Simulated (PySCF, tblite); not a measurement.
# C₆H₁₁ClOSi: geometry, infrared bands and NMR shifts

Wanted: the infrared bands and NMR shifts of C₆H₁₁ClOSi (`C=C[C@@](C=O)(C[SiH3])CCl`), by calculation.

The runs use tblite 0.8.0 and PySCF 2.14.0, with density-fitted response routines of our own; the level of theory stands in each step. All values are computed, except where a source is named. Atoms count from 0, in the outputs and in this text.

### 1 Starting geometry

20 atoms, charge 0, multiplicity 1; geometry from: force field or distance geometry start.

Bonds of the start (Å): C0–C1 1.32, C1–C2 1.54, C2–C3 1.55, C3–O4 1.23, C2–C5 1.54, C5–Si6 1.88, C2–C7 1.54, C7–Cl8 1.79, C0–H9 1.08, C0–H10 1.09, C1–H11 1.10, C3–H12 1.09, C5–H13 1.10, C5–H14 1.11, Si6–H15 1.49, Si6–H16 1.49, Si6–H17 1.48, C7–H18 1.09, C7–H19 1.10.

### 2 Geometry optimisation with GFN2-xTB

The job: settings as JSON, then the geometry in Å.

```
{"job": {"kind": "relax", "xc": "GFN2-xTB", "basis": "xTB"}, "charge": 0, "multiplicity": 1}
C     -2.332800     1.577500     0.245800
C     -1.276100     0.956200     0.745200
C     -0.307700    -0.024400     0.054000
C     -0.560100     0.054700    -1.472300
O     -1.098500    -0.840200    -2.114900
C      1.133500     0.452900     0.329000
Si     2.569000    -0.517900    -0.406300
C     -0.616600    -1.462500     0.519400
Cl    -0.226000    -1.772600     2.235500
H     -2.681800     1.455900    -0.773900
H     -2.941900     2.235600     0.872900
H     -1.057500     1.129300     1.811600
H     -0.242200     0.984400    -1.946300
H      1.316100     0.510300     1.411000
H      1.250800     1.491400    -0.034400
H      2.503000    -1.932700     0.052100
H      3.857600     0.089800     0.014300
H      2.457700    -0.471700    -1.880300
H     -0.069800    -2.205900    -0.063900
H     -1.682000    -1.699500     0.398500
```

The run is started by

```sh
$ OMP_NUM_THREADS=1 python probes_run.py task.json out
```

This one command runs all jobs of the session in turn.

**Question.** This job is followed by: GFN2-xTB harmonic vibrations, gas phase; GIAO PBE0/pcSseg-1 NMR shielding, non-relativistic, gas phase. Predict these results of the whole session: strongest single infrared mode (GFN2-xTB); zero-point energy (GFN2-xTB); ¹³C shifts against TMS (PBE0/pcSseg-1); ¹H shifts against TMS (PBE0/pcSseg-1, means over atoms taken as alike); ¹⁷O shifts against H2O (PBE0/pcSseg-1); ²⁹Si shifts against TMS (PBE0/pcSseg-1); ³⁵Cl shifts against HCl (PBE0/pcSseg-1); surface potential, 1st and 99th percentile.

The runs gave:

```
                                                              quantity                                                     value
                             strongest single infrared mode (GFN2-xTB)                                      799 cm⁻¹, 360 km/mol
                                          zero-point energy (GFN2-xTB)                                             92.4 kcal/mol
                                ¹³C shifts against TMS (PBE0/pcSseg-1)                 209.1, 153.0, 123.1, 58.2, 57.8, 11.9 ppm
¹H shifts against TMS (PBE0/pcSseg-1, means over atoms taken as alike)  9.65, 6.32, 5.56, 5.09, 3.76, 3.75, 3.72, 1.84, 0.92 ppm
                                ¹⁷O shifts against H2O (PBE0/pcSseg-1)                                                 682.4 ppm
                               ²⁹Si shifts against TMS (PBE0/pcSseg-1)                                                 -80.3 ppm
                               ³⁵Cl shifts against HCl (PBE0/pcSseg-1)                                                    23 ppm
                                 surface potential, 1st and 99th percentile                                        -1.33 V and 1.08 V
```

**Reading.** Relaxing lowered the energy by 0.202 eV in 97 steps; the close pair that moved most is C2–C3, from 1.549 to 1.512 Å. No mode is imaginary among the 54: a minimum at this level. The strongest single mode, at 799 cm⁻¹, moves mainly H15 and H16. GFN2-xTB is a fitted tight-binding method: band positions and strengths are rough. Its intensities can rank the bands wrongly. The most deshielded carbon is C3 (aldehyde carbonyl carbon), at 209.1 ppm: low-lying n→π* states of the double bond to the heteroatom give a large paramagnetic term (-272 ppm). The most deshielded hydrogen is H12 (hydrogen on an aldehyde carbonyl carbon), at 9.65 ppm: deshielded by the polar, anisotropic C=O bond. At PBE0/pcSseg-1: The widest tensor belongs to O4: span 1334 ppm, with a paramagnetic part of -747 ppm. By nearest atom (PBE0/pcSseg-1), the HOMO sits on O4 53 %; H12 13 % and the LUMO on C3 40 %; O4 31 %.
